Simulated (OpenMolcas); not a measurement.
# RI-MP2/def2-TZVPD (Cholesky decomposition, core potential) run of SnHSCl (SMILES [SH][Sn][Cl])

What is the energy difference between two shapes of SnHSCl at RI-MP2/def2-TZVPD (Cholesky decomposition, core potential)? 

The calculation is run with OpenMolcas 26.06.

7 further runs of the same task are left out: 7 set aside as unsound or not needed.

## (1) The system as given

The species is SnHSCl (4 atoms), meant as a singlet with charge 0. As SMILES, `[SH][Sn][Cl]`. The coordinates come from a PBE0-D4/def2-TZVP relaxation.

Bond lengths: S1–Sn2 2.427 Å, Sn2–Cl3 2.379 Å, S1–H4 1.344 Å. Angles: S1–Sn2–Cl3 96.5°, Sn2–S1–H4 93.1°.

## (2) A single-point energy at RI-MP2/def2-TZVPD (Cholesky decomposition, core potential)

Input file job.inp:

```
&GATEWAY
 BASLIB=$CurrDir
 COORD
 4
 angstrom
 S        0.185700       1.488500      -0.409700
 Sn      -1.395700      -0.351700      -0.341800
 Cl       0.088800      -1.950300       0.607800
 H        1.176700       0.753300       0.123400
 BASIS=def2-TZVPD
 GROUP=NoSym

&SEWARD
 LOW

&SCF
 PRORBITALS=1

&MBPT2
 FROZEN=14
```

The basis set def2-TZVPD is read from a file made from the Basis Set Exchange's data (not shown).

Command:

```console
$ export MOLCAS_MEM=1860
$ pymolcas job.inp > job.log
```

The log of the run, cut to the lines that bear on the results:

```text
--- Start Module: gateway ---
[...]
--- Stop Module: gateway /rc=_RC_ALL_IS_WELL_ ---
[...]
      Basis functions          157
[...]
--- Start Module: scf ---
[...]
       Convergence after  12 Iterations
[...]
::    Total SCF energy                              -1071.0885197196
[...]
      Total spin, S                                     0.0000000000
[...]
      Total electronic charge=   56.000000
      Total            charge=   -0.000000
[...]
      Dipole Moment (debye):
      Origin of the operator (angstrom)=   -0.8364   -0.3302   -0.1741
                   X= -2.1113E+00               Y=  3.7396E-01               Z= -7.7163E-01           Total=  2.2787E+00
      Quadrupole Moment (debye*angstrom):
[...]
--- Stop Module: scf /rc=_RC_ALL_IS_WELL_ ---
[...]
--- Start Module: mbpt2 ---
[...]
WARNING!
Default frozen orbitals as non valence orbitals is overwritten by user input.
Default values:  10
[...]
       Reference weight ( Cref**2 )         =        0.80627
::    Total MBPT2 energy                            -1071.7531686469
[...]
--- Stop Module: mbpt2 /rc=_RC_ALL_IS_WELL_ ---
[...]
```

It took 14 s on 1 thread of Arm Neoverse V2, shared host; peak memory 0.12 GiB.

## (3) The distorted shape, same level

Input file job.inp:

```
* ClHSSn RI-MP2
&GATEWAY
BasLib=$CurrDir
Coord
4
angstrom
S        0.353363       1.420530      -0.455534
Sn      -1.304569      -0.459732      -0.217897
Cl       0.092974      -2.240499       0.669516
H        1.176028       0.678186      -0.130112
Basis=def2-TZVPD
Group=NoSym
&SEWARD
Low
&SCF
PrOrbitals=1
&MBPT2
Frozen=14
```

The basis set def2-TZVPD is read from a file made from the Basis Set Exchange's data (not shown).

Command:

```console
$ export MOLCAS_MEM=1860
$ pymolcas job.inp > job.log
```

The log of the run, cut to the lines that bear on the results:

```text
--- Start Module: gateway ---
[...]
--- Stop Module: gateway /rc=_RC_ALL_IS_WELL_ ---
[...]
      Basis functions          157
[...]
--- Start Module: scf ---
[...]
       Convergence after  12 Iterations
[...]
::    Total SCF energy                              -1071.0621662412
[...]
      Total spin, S                                     0.0000000000
[...]
      Total electronic charge=   56.000000
      Total            charge=   -0.000000
[...]
      Dipole Moment (debye):
      Origin of the operator (angstrom)=   -0.7489   -0.4651   -0.0927
                   X= -2.4505E+00               Y=  4.7332E-01               Z= -7.5312E-01           Total=  2.6070E+00
      Quadrupole Moment (debye*angstrom):
[...]
--- Stop Module: scf /rc=_RC_ALL_IS_WELL_ ---
[...]
--- Start Module: mbpt2 ---
[...]
WARNING!
Default frozen orbitals as non valence orbitals is overwritten by user input.
Default values:  10
[...]
       Reference weight ( Cref**2 )         =        0.80696
::    Total MBPT2 energy                            -1071.7244554018
[...]
--- Stop Module: mbpt2 /rc=_RC_ALL_IS_WELL_ ---
[...]
```

Run time: 13 s. Hardware: 1 thread of Arm Neoverse V2, shared host; peak memory 0.12 GiB.

## (4) Summary of results

Level: RI-MP2/def2-TZVPD (Cholesky decomposition, core potential), 14 core orbitals frozen.

| quantity | value |
| --- | --- |
| first shape: total energy | -1071.75317 Eh |
| first shape: dipole moment (mean-field density) | 2.28 D |
| first shape: HOMO energy (Hartree–Fock orbitals) | -9.66 eV |
| first shape: LUMO energy (Hartree–Fock orbitals) | -0.18 eV |
| first shape: HOMO–LUMO gap (Hartree–Fock orbitals) | 9.48 eV |
| first shape: correlation energy (14 core orbitals frozen) | -664.6 mEh |
| distorted shape: total energy | -1071.72446 Eh |
| distorted shape: dipole moment (mean-field density) | 2.61 D |
| distorted shape: HOMO energy (Hartree–Fock orbitals) | -9.65 eV |
| distorted shape: LUMO energy (Hartree–Fock orbitals) | -0.38 eV |
| distorted shape: HOMO–LUMO gap (Hartree–Fock orbitals) | 9.27 eV |
| distorted shape: correlation energy (14 core orbitals frozen) | -662.3 mEh |
| energy change with the atoms displaced | 0.781 eV |

**Reading.** With the atoms displaced the energy rises by 0.78 eV (75.4 kJ/mol). The first shape isn't relaxed at this level, so the change isn't measured from a minimum. Mulliken charges (first shape) of the mean-field density run from -0.67 on S1 to +0.93 on Sn2; in a basis this large or diffuse they mean little.
